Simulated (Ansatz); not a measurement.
# C2H6FGa: one species, many methods

The task here is to estimate one member of a computed series from the others.

Computed with Ansatz 0.2.0, Gaussian basis. Level: functionals in def2-TZVPP, the program's frozen cores in correlated methods.

The runs, in order: LDA (SPW92), PBE-D4, revPBE-D4, BLYP-D4, r2SCAN-D4, B97M-V, PBE0-D4, B3LYP-D4, r2SCANh-D4, r2SCAN0-D4, HSE06-D4, BHLYP-D4, CAM-B3LYP-D4, LC-ωPBE, ωB97X-V, ωB97M-V, B2PLYP, PBE-QIDH; CCSD(T)/def2-SVP; CCSD(T)/def2-TZVPP; MP2/def2-QZVPP; extrapolation to the limit; RPA on PBE.

## The relaxed structure

All runs share one geometry, relaxed beforehand with PBE0-D4 in a triple-zeta def2 set.

SMILES `[CH3][Ga]([CH3])[F]`, 10 atoms, charge 0, spin multiplicity 1.

Atoms are counted from 1 here; the program's logs count them from 0.

Bond lengths: C1–Ga2 1.954 Å, C1–H5 1.092 Å, C1–H6 1.093 Å, C1–H7 1.090 Å, Ga2–C3 1.954 Å, Ga2–F4 1.774 Å, C3–H8 1.090 Å, C3–H9 1.093 Å, C3–H10 1.092 Å. Angles: Ga2–C1–H5 110.9°, Ga2–C1–H6 110.3°, Ga2–C1–H7 110.2°, H5–C1–H6 107.4°, H5–C1–H7 109.2°, H6–C1–H7 108.7°, C1–Ga2–C3 133.8°, C1–Ga2–F4 113.1°, C3–Ga2–F4 113.1°, Ga2–C3–H8 110.2°, Ga2–C3–H9 110.4°, Ga2–C3–H10 110.9°, H8–C3–H9 108.8°, H8–C3–H10 109.1°, H9–C3–H10 107.4°.

As a file:

```
C    -0.83349    1.37487   -0.82189
Ga   -0.05056   -0.36158   -0.38494
C     0.89394   -1.06718    1.17373
F    -0.22848   -1.55183   -1.68799
H    -1.52587    1.69779   -0.04135
H    -0.05181    2.13457   -0.90065
H    -1.36552    1.31998   -1.77166
H     1.08904   -2.13193    1.04587
H     1.84662   -0.54874    1.30765
H     0.30924   -0.91704    2.08401
```

The first run:

Contents of in.yaml:

```yaml
crystal:
  periodic: [false, false, false]
  atoms:
    - {symbol: C, position_ang: [-0.833494, 1.374870, -0.821892]}
    - {symbol: Ga, position_ang: [-0.050557, -0.361585, -0.384935]}
    - {symbol: C, position_ang: [0.893935, -1.067179, 1.173735]}
    - {symbol: F, position_ang: [-0.228482, -1.551833, -1.687985]}
    - {symbol: H, position_ang: [-1.525865, 1.697791, -0.041349]}
    - {symbol: H, position_ang: [-0.051814, 2.134572, -0.900654]}
    - {symbol: H, position_ang: [-1.365522, 1.319983, -1.771656]}
    - {symbol: H, position_ang: [1.089036, -2.131932, 1.045869]}
    - {symbol: H, position_ang: [1.846620, -0.548740, 1.307652]}
    - {symbol: H, position_ang: [0.309241, -0.917045, 2.084014]}
basis:
  gaussian: {orbitals: def2-TZVPP}
hamiltonian: {xc: lda}
output: {orbitals: {seedname: orbitals}}
```

Steps of the session up to this table: LDA; PBE-D4 (GGA); revPBE-D4 (GGA); BLYP-D4 (GGA); r2SCAN-D4 (meta-GGA); B97M-V (meta-GGA); PBE0-D4 (hybrid); B3LYP-D4 (hybrid); r2SCANh-D4 (hybrid); r2SCAN0-D4 (hybrid); HSE06-D4 (hybrid); BHLYP-D4 (hybrid); CAM-B3LYP-D4 (range-separated); LC-ωPBE-D4 (range-separated; the results give it without D4); ωB97X-V (range-separated); ωB97M-V (range-separated); B2PLYP (double hybrid); PBE-QIDH (double hybrid).

One table of the session follows, with a row left open; its other results are not shown here.

It belongs to the step «Frontier levels by functional». 

```
  functional  HOMO (eV)  gap (eV)
 LDA (SPW92)      -6.89      5.22
      PBE-D4      -6.70      5.31
   revPBE-D4      -6.63      5.37
     BLYP-D4      -6.57      5.21
   r2SCAN-D4      -6.98      5.89
      B97M-V      -7.04      5.75
     PBE0-D4      -8.01      7.44
    B3LYP-D4      -7.78      6.89
  r2SCANh-D4      -7.47      6.66
  r2SCAN0-D4      -8.20      7.79
    HSE06-D4      -7.61      6.67
    BHLYP-D4      -9.18      9.31
CAM-B3LYP-D4      -9.37      9.65
     LC-ωPBE     -10.72     12.26
     ωB97X-V     -10.34     11.70
     ωB97M-V          ?         ?
```

**Question.** Estimate the row for ωB97M-V.

**Answer.** HOMO (eV): -10.21; gap (eV): 11.30. In the column «HOMO (eV)» it lies between ωB97X-V (-10.34) and CAM-B3LYP-D4 (-9.37).
